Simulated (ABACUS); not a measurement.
Input of an ABACUS 3.10.1 run:

INPUT

```
INPUT_PARAMETERS
suffix              SiF
calculation         scf
basis_type          pw
pseudo_dir          ./
symmetry            1
dft_functional      pbe
ecutwfc             84
pseudo_rcut         7
nspin               1
nbands              10
ks_solver           dav
smearing_method     fd
smearing_sigma      0.00367493
scf_thr             1e-08
scf_nmax            100
mixing_type         broyden
mixing_beta         0.7
cal_force           1
cal_stress          1
kpar                4
```

Contents of STRU:

```
ATOMIC_SPECIES
Si 28.0850 Si.upf
F 18.9984 F.upf

LATTICE_CONSTANT
1.8897261246

LATTICE_VECTORS
3.0286000000 0.0000000000 0.0000000000
0.0000000000 3.0286000000 0.0000000000
0.0000000000 0.0000000000 3.0286000000

ATOMIC_POSITIONS
Direct

Si
0.0
1
0.5000000000 0.5000000000 0.5000000000 1 1 1

F
0.0
1
0.0000000000 0.0000000000 0.0000000000 1 1 1
```

Contents of KPT:

```
K_POINTS
0
Gamma
9 9 9 0 0 0
```

Potentials or basis: PseudoDojo NC SR 0.4.1 PBE standard, plane waves.

Run with:

```console
$ OMP_NUM_THREADS=1 mpirun -np 4 abacus > log
```

(1) Predict the pressure.

(2) Estimate the band gap on the k mesh.

## Answers

(1) 0.1 GPa.

(2) none (metal or under the smearing width).

Caveat: an odd number of electrons without spin polarisation forces a metal; a magnetic or distorted state may lie lower.
